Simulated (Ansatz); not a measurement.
# NiTe2: the cost of one run

Computed with Ansatz 0.2.0 (reference: DFT, PBEsol, plane waves, PAW, unless a step's input says otherwise).

4 further runs of the same task are left out: 2 for a known fault of the program, 2 that didn't finish.

**1. The starting structure**

It takes space group Fm-3m (No. 225, cubic). The conventional cell has a = 6.545 Å, b = 6.545 Å, c = 6.545 Å, α = 90.00°, β = 90.00°, γ = 90.00°. Around Ni (site symmetry m-3m) lie 8 Te at 2.83 Å. Te (site symmetry -43m) has 4 Ni at 2.83 Å as nearest neighbours.

As a file:

```cif
data_structure
_symmetry_space_group_name_H-M 'Fm-3m'
_symmetry_Int_Tables_number 225
_cell_length_a 6.5454
_cell_length_b 6.5454
_cell_length_c 6.5454
_cell_angle_alpha 90.000
_cell_angle_beta 90.000
_cell_angle_gamma 90.000
_cell_volume 280.42
loop_
_atom_site_label
_atom_site_type_symbol
_atom_site_symmetry_multiplicity
_atom_site_Wyckoff_symbol
_atom_site_fract_x
_atom_site_fract_y
_atom_site_fract_z
_atom_site_occupancy
Ni1 Ni 4 a 0.00000 0.00000 0.00000 1
Te1 Te 8 c 0.25000 0.75000 0.75000 1
```

**2. The reference run**

input.yaml reads:

```yaml
crystal:
  lattice:
    - [0.0, 3.2727162543, 3.2727162543]
    - [3.2727162543, 0.0, 3.2727162543]
    - [3.2727162543, 3.2727162543, 0.0]
  atoms:
    - { symbol: Ni, position: [0.0, 0.0, 0.0] }
    - { symbol: Te, position: [0.25, 0.25, 0.25] }
    - { symbol: Te, position: [0.75, 0.75, 0.75] }
kpoints:
  mp_grid: { grid: [6, 6, 6] }
hamiltonian:
  xc: pbesol
scf:
  occupations: { method: fermi_dirac, width: 0.02 }
  n_extra_bands: 4
output:
  forces: true
  stress: true
  eigenvalues: true
```

The run is started by

```
> ansatz run input.yaml --threads 4 --pin off --max-ram 3686MiB --backend cpu --events-out ev --progress --plain --runs-dir out
```

Q: Estimate wall time and peak memory on 4 threads of an x86-64 CPU, shared host.

About 3 s, with a peak of 0.4 GiB.
